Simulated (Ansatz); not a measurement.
**HPbNO4 under changes of volume**

One of the cells (15.071 Å³/atom); the others are scaled copies at fixed shape and fractional positions:

```
CELL_PARAMETERS angstrom
6.85877 0.00000 0.00000
0.00000 4.22865 0.00000
-3.39101 0.00000 7.27459
ATOMIC_POSITIONS crystal
H 0.22549 0.75000 0.50730
H 0.77451 0.25000 0.49270
Pb 0.30229 0.25000 0.28494
Pb 0.69771 0.75000 0.71506
N 0.21484 0.75000 0.83567
N 0.78516 0.25000 0.16433
O 0.33078 0.75000 0.45338
O 0.40909 0.75000 0.86901
O 0.15508 0.75000 0.96537
O 0.07083 0.75000 0.66955
O 0.66922 0.25000 0.54661
O 0.59091 0.25000 0.13099
O 0.84492 0.25000 0.03463
O 0.92917 0.25000 0.33045
```

The cell was built by a generator and needn't be a form met in nature.

| Quantity | Value |
| --- | --- |
| Program | Ansatz 0.2.0 |
| Functional | PBE |
| Potentials or basis | Ansatz PAW |
| Cutoff | 420 eV (not typed: the program's choice for these potentials) |
| k mesh | 5 × 6 × 4 |
| Occupations | fermi-dirac, width 0.05 eV |
| Spin | no spin polarisation |

```tsv
volume (Å³/atom)	energy over the lowest point (meV/atom)	pressure (GPa)	gap on the mesh (eV)	largest force (eV/Å)
14.166	17.02	6.4	3.13	1.810
14.468	7.30	4.0	3.11	1.162
14.769	1.78	1.9	3.10	0.560
15.071	0.00	0.0	3.08	0.005
15.372	1.65	-1.7	3.07	0.523
15.673	?	?	?	?
15.975	13.82	-4.7	3.02	1.462
```

What does the run at 15.673 Å³/atom give?

Energy over the lowest point 6.37 meV/atom; pressure -3.3 GPa; gap on the mesh 3.05 eV; largest force 1.009 eV/Å.

Worked out: A Birch-Murnaghan fit of order 3 (a polynomial in V^(-2/3)) to the other rows has its minimum at 15.07 Å³/atom with B0 = V·E''(V) = 90 GPa and B' = 4.1 at fixed shape and positions, which overstates the stiffness. It gives 6.34 meV/atom at 15.673 Å³/atom, against the run's 6.37, and -dE/dV = -3.3 GPa, against -3.3. A parabola through the other rows of the gap, of slope -1.1 eV per unit of ln V there, gives 3.04 eV, against the run's 3.05.

Energies are extrapolated to zero smearing.

Caveats: odd divisions of the mesh miss points on the zone boundary, where band edges often lie, so the gap on the mesh can be too wide; spin-orbit coupling is left out, which as a rule narrows the gap of such compounds by several tenths of an eV; forces of over 1 eV/Å show positions far from the minimum, so gaps and moduli don't describe the material at rest (some runs).

A mesh can miss the band edges.
